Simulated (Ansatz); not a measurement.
# BH3Br (doublet): the correlation ladder at distance Br1–H2 along a hydrogen transfer = 1.615 Å, cc-pVDZ

An exercise on one series of results from a longer session: the logs are not shown, and one member is left open.

Computed with Ansatz 0.2.0, Gaussian basis. Level: cc-pVDZ, core rule «outside noble gas», up to 15 orbitals frozen.

To be run: UHF; CCSD(T) on ROHF; CCSD(T) on UHF; BCCD(T) on ROHF; CISD; CCSDT(Q) on ROHF; CCSDT(Q) on UHF; CASSCF and MRCISD+Q, 3 electrons in 3 orbitals; CASSCF and NEVPT2, 3 electrons in 3 orbitals.

16 further runs of the same task are left out: 9 for a known fault of the program, 1 for a mislabelled method, 6 that didn't finish.

## The geometry

The geometry derives from fragments relaxed apart (PBE0/def2-TZVP) and kept rigid, so it is no stationary point. A hydrogen atom is moved between rigid fragments. No spin-orbit coupling is included. The filled d shell of Br may be among the frozen orbitals whatever the setting's name suggests; the logs give the count.

5 atoms, charge 0, spin multiplicity 2.

Atoms are counted from 1 here; the program's logs count them from 0.

Bond lengths: Br1–H2 1.615 Å, H2–B3 1.315 Å, B3–H4 1.191 Å, B3–H5 1.191 Å. Angles: Br1–H2–B3 180.0°, H2–B3–H4 115.3°, H2–B3–H5 115.3°, H4–B3–H5 129.4°.

As a file:

```xyz
5
BBrH3
Br   -0.4292    0.0000    0.0000
H     1.1858    0.0000    0.0000
B     2.5008    0.0000    0.0000
H     3.0098    0.0000    1.0770
H     3.0098    0.0000   -1.0770
```

Set-up of the first run:

The input, in.yaml:

```yaml
crystal:
  periodic: [false, false, false]
  atoms:
    - {symbol: Br, position_ang: [-0.429244, 0.000000, 0.000000]}
    - {symbol: H, position_ang: [1.185756, 0.000000, 0.000000]}
    - {symbol: B, position_ang: [2.500756, 0.000000, 0.000000]}
    - {symbol: H, position_ang: [3.009829, 0.000000, 1.077008]}
    - {symbol: H, position_ang: [3.009829, 0.000000, -1.077008]}
basis:
  gaussian: {orbitals: cc-pVDZ}
magnetization: {spin_polarized: true, initial_magnetization: 1}
hamiltonian: {xc: hf}
output: {orbitals: {seedname: orbitals}}
```

Run with:

```console
$ ansatz run in.yaml --threads 1 --pin off --events-out ev --progress --plain --max-ram 2393MiB
```

Steps of the session up to this table: UHF; CCSD(T) on ROHF; CCSD(T) on UHF; BCCD(T) on ROHF; CISD; CCSDT(Q) on ROHF; CCSDT(Q) on UHF; CASSCF and MRCISD+Q, 3 electrons in 3 orbitals; CASSCF and NEVPT2, 3 electrons in 3 orbitals.

One of the session's tables, all rows but one given; the rest of the session is left out.

It belongs to the step «Misses and costs». 

| method | from UCCSDT(Q) (meV) |
| --- | --- |
| ROHF | +6795.5 |
| UHF | +6598.2 |
| RMP2 | +1052.2 |
| UMP2 | +1108.4 |
| CISD | +659.5 |
| RCCSD | ? |
| UCCSD | +142.4 |
| RCCSD(T) | +29.1 |
| UCCSD(T) | +28.7 |
| BCCD(T) | +29.5 |
| RCCSDT | +9.9 |
| UCCSDT | +8.6 |
| RCCSDT(Q) | +1.2 |
| UCCSDT(Q) | 0 |
| CASSCF pair | +6302.1 |
| NEVPT2 pair | +1086.2 |
| MRCISD pair | +583.6 |
| MRCISD+Q pair | +37.1 |

**Question.** Estimate the row for RCCSD.

**Answer.** from UCCSDT(Q) (meV): +148.3. In the column «from UCCSDT(Q) (meV)» it lies between UCCSD (+142.4) and MRCISD pair (+583.6).

To keep in mind: Restricted and unrestricted rows rest on different reference determinants; where their highest levels disagree by more than a few hundredths of an eV, they describe different states and don't form one ladder.
